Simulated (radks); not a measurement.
# Sc in [Ne] 3s2 3p5 3d1 4s2 4d1: an all-electron calculation

Aim: the levels, the sizes of the orbitals and the parts of the energy of neutral scandium.

Method: non-relativistic Kohn-Sham, MS2 meta-GGA, spin-polarised, spherical densities, point nucleus; open shells are filled with parallel spins first. Code: radks (a radial shooting solver on a logarithmic mesh, Libxc functionals) version 1.

## 1. The system

| Item | Value |
| --- | --- |
| element | scandium (Z = 21) |
| charge | 0 |
| electrons | 21 |
| configuration | [Ne] 3s2 3p5 3d1 4s2 4d1 |

The outer shells:

Sc
```
[Ne] core
3s [↑↓]
3p [↑↓][↑↓][↑ ]
3d [↑ ][  ][  ][  ][  ]
4s [↑↓]
4d [↑ ][  ][  ][  ][  ]
```

## 2. Self-consistent calculation

The run's settings:

```text
Z 21
configuration [Ne] 3s2 3p5 3d1 4s2 4d1 4p0 5s0
relativity non-relativistic
functional ms2,regtpss
spin polarised
nucleus point
```

Started as:

```sh
> python run_ks.py task.json out
```

This one command runs every case of the session in turn.

Q: Predict the outcome of this run.

As calculated:

| quantity | value |
| --- | --- |
| total energy | -759.16650 hartree |
| exchange-correlation share of it | 5.06 % |
| −T/E | 0.9991 |
| highest occupied level | 4d up, -0.750 eV |
| most extended occupied level | 4d up, <r> = 8.52 bohr |
| radius at density 0.001 e/bohr³ | 4.85 bohr |
| maxima of the radial density | 3 |

**Reading.** The radial density shows 3 maxima for 4 occupied principal shells; where shells overlap, one shows as a shoulder or not at all. The ratio −T/E is 0.9991; for a non-relativistic Coulomb system it is 1 up to the kinetic part of correlation. This is not the tabulated ground configuration, so its levels and sizes aren't those of the ground state, and no measured value stands beside it.
